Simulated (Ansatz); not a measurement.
# AlH3S (SMILES [AlH2][SH]): CAM-B3LYP/def2-TZVP

What is the electronic atomisation energy of AlH3S at CAM-B3LYP/def2-TZVP? 

Program for the calculation: Ansatz 0.2.0.

48 further runs of the same task are left out: 48 set aside as unsound or not needed.

## Step 1: Starting point

AlH3S: 5 atoms, total charge 0, spin state singlet. SMILES: `[AlH2][SH]`. Geometry: relaxed at PBE0-D4/def2-TZVP.

Bond lengths: Al1–S2 2.181 Å, Al1–H3 1.579 Å, Al1–H4 1.581 Å, S2–H5 1.344 Å. Angles: Al1–S2–H5 93.7°, S2–Al1–H3 116.5°, S2–Al1–H4 118.9°, H3–Al1–H4 124.6°.

## Step 2: A single-point energy at CAM-B3LYP/def2-TZVP

File molecule.yaml:

```yaml
crystal:
  periodic: [false, false, false]
  atoms:
    - {symbol: Al, position_ang: [-0.616100, -0.064200, -0.181700]}
    - {symbol: S, position_ang: [1.129100, -0.343100, 1.096600]}
    - {symbol: H, position_ang: [-1.981700, -0.650100, 0.351100]}
    - {symbol: H, position_ang: [-0.441100, 0.696000, -1.556400]}
    - {symbol: H, position_ang: [1.959700, 0.287800, 0.249000]}
basis:
  gaussian:
    orbitals: def2-TZVP
hamiltonian:
  xc: {name: CAM-B3LYP}
accuracy: high
output: {orbitals: {seedname: orbitals}}
```

Command:

```console
ansatz run molecule.yaml --threads 1 --pin off --max-ram 3480MiB --events-out events.jsonl --progress --plain --runs-dir runs
```

Log:

```text
Warning: RAYON_NUM_THREADS=1 ignored (pool sized by the plan → 1); use --threads N
Functional definition: CAM-B3LYP
  name "CAM-B3LYP"
  parameter alpha = 0.19
  parameter beta = 0.46
  parameter omega = 0.33/bohr
  parameter ac = 0.81
  exchange = (1 - alpha - beta)*b88_x + beta*b88_x_sr(omega) + alpha*exact_x + beta*exact_x_lr(omega)
  correlation = (1 - ac)*vwn5_c + ac*lyp_c
1572 factors; integrals over basis functions are off by at most 3.5e-9 eV
373 factors; integrals over basis functions are off by at most 1.8e-9 eV
mean field evaluation 1: about -17482.1511 eV, gradient 1.6e1 eV
mean field evaluation 2: about -17482.5279 eV, gradient 1.3e1 eV
mean field evaluation 4: about -17482.8757 eV, gradient 9.9e-1 eV
mean field evaluation 8: about -17482.8778 eV, gradient 1.8e-2 eV
mean field evaluation 16: about -17482.8778 eV, gradient 2.3e-5 eV
mean field -17482.87781912 eV, -642.4839095325 hartree, gradient 9.4e-8 eV, S^2 0.000000; 0 other end points of the search recorded, 0 dependent functions left out
reference -17482.87783653 eV, -642.4839101722 hartree; 16, 16 occupied and 76, 76 virtual orbitals, 1572 factors
Total energy: -17482.87783653 eV, -642.4839101722 hartree
```

Run time: 6 s. Hardware: 1 thread of Arm Neoverse V1, shared host; peak memory 0.26 GiB.

## Step 3: The Al atom at the same level

File molecule.yaml:

```yaml
crystal:
  periodic: [false, false, false]
  atoms:
    - {symbol: Al, position_ang: [0.000000, 0.000000, 0.000000]}
basis:
  gaussian:
    orbitals: def2-TZVP
magnetization:
  spin_polarized: true
  initial_magnetization: 1
hamiltonian:
  xc: {name: CAM-B3LYP}
accuracy: high
```

Run the same way, it converges to -242.36798 Eh (log not shown).

## Step 4: The H atom at the same level

File in.yaml:

```yaml
basis:
  gaussian:
    orbitals: def2-TZVP
crystal:
  periodic: [false, false, false]
  atoms:
    - {symbol: H, position_ang: [0.000000, 0.000000, 0.000000]}
accuracy: high
hamiltonian:
  xc: {name: CAM-B3LYP}
magnetization:
  spin_polarized: true
  initial_magnetization: 1
```

Run the same way, it converges to -0.49881 Eh (log not shown).

## Step 5: The S atom

File run.yaml:

```yaml
basis:
  gaussian:
    orbitals: def2-TZVP
crystal:
  periodic: [false, false, false]
  atoms:
    - {symbol: S, position_ang: [0.000000, 0.000000, 0.000000]}
total_charge: 0
magnetization:
  spin_polarized: true
  initial_magnetization: 2
hamiltonian:
  xc: {name: CAM-B3LYP}
accuracy: high
```

Run the same way, it converges to -398.12673 Eh (log not shown).

## Step 6: What came out

At CAM-B3LYP/def2-TZVP:

| quantity | value |
| --- | --- |
| molecule: total energy | -642.48391 Eh |
| molecule: HOMO energy | -9.14 eV |
| molecule: LUMO energy | -0.48 eV |
| molecule: HOMO–LUMO gap | 8.66 eV |
| Al atom: total energy | -242.36798 Eh |
| Al atom: ⟨S²⟩ | 0.756 |
| H atom: total energy | -0.49881 Eh |
| H atom: ⟨S²⟩ | 0.750 |
| S atom: total energy | -398.12673 Eh |
| S atom: ⟨S²⟩ | 2.004 |
| electronic atomisation energy | 13.409 eV |

In words: Taking the molecule apart into free atoms costs 13.41 eV (309 kcal/mol), before zero-point energy and without spin-orbit coupling.
